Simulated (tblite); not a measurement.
# C7H9NOSi: the cost of one run

Programs: tblite 0.8.0 and PySCF 2.14.0, with density-fitted response routines of our own. Each step states its level of theory. These are calculated values for one molecule in the gas phase, unless marked as measured. Atoms are numbered from 0 throughout.

**1. The starting structure**

19 atoms, charge 0, multiplicity 1; geometry from: force field or distance geometry start.

Bonds of the start (Å): C0–C1 1.50, C1–C2 1.48, C2–C3 1.30, C3–Si4 1.85, Si4–C5 1.87, C5–C6 1.40, C6–N7 1.15, C5–C8 1.30, C8–O9 1.35, O9–C2 1.38, C0–H10 1.12, C0–H11 1.12, C0–H12 1.10, C1–H13 1.12, C1–H14 1.12, C3–H15 1.05, Si4–H16 1.46, Si4–H17 1.44, C8–H18 1.10.

**2. Relaxing the molecule with GFN2-xTB**

What the job is given:

```
{"job": {"kind": "relax", "xc": "GFN2-xTB", "basis": "xTB"}, "charge": 0, "multiplicity": 1}
C      2.832800     0.783600    -0.294700
C      2.017700    -0.426300    -0.632100
C      0.575300    -0.302500    -0.329600
C      0.056100    -1.142200     0.520500
Si    -1.740500    -1.061000     0.954700
C     -2.289700     0.365700    -0.114500
C     -3.630200     0.773800    -0.087700
N     -4.729400     1.092400    -0.042700
C     -1.425700     0.982900    -0.871600
O     -0.116400     0.697400    -0.987700
H      2.513600     1.702300    -0.853100
H      2.871800     1.025900     0.797400
H      3.879700     0.573000    -0.575000
H      2.472700    -1.302700    -0.101800
H      2.197600    -0.609100    -1.720000
H      0.661900    -1.868800     0.984800
H     -2.323900    -2.320600     0.486500
H     -2.011700    -0.778300     2.341700
H     -1.821600     1.823800    -1.467200
```

On the command line:

```bash
$ OMP_NUM_THREADS=1 python probes_run.py task.json out
```

One launch serves the whole session: the jobs run in the order shown.

Q: Estimate the wall time and peak memory of this first job on 1 thread of Arm Neoverse V1, shared host.

About 1.2 s, with a peak of 0.18 GiB.
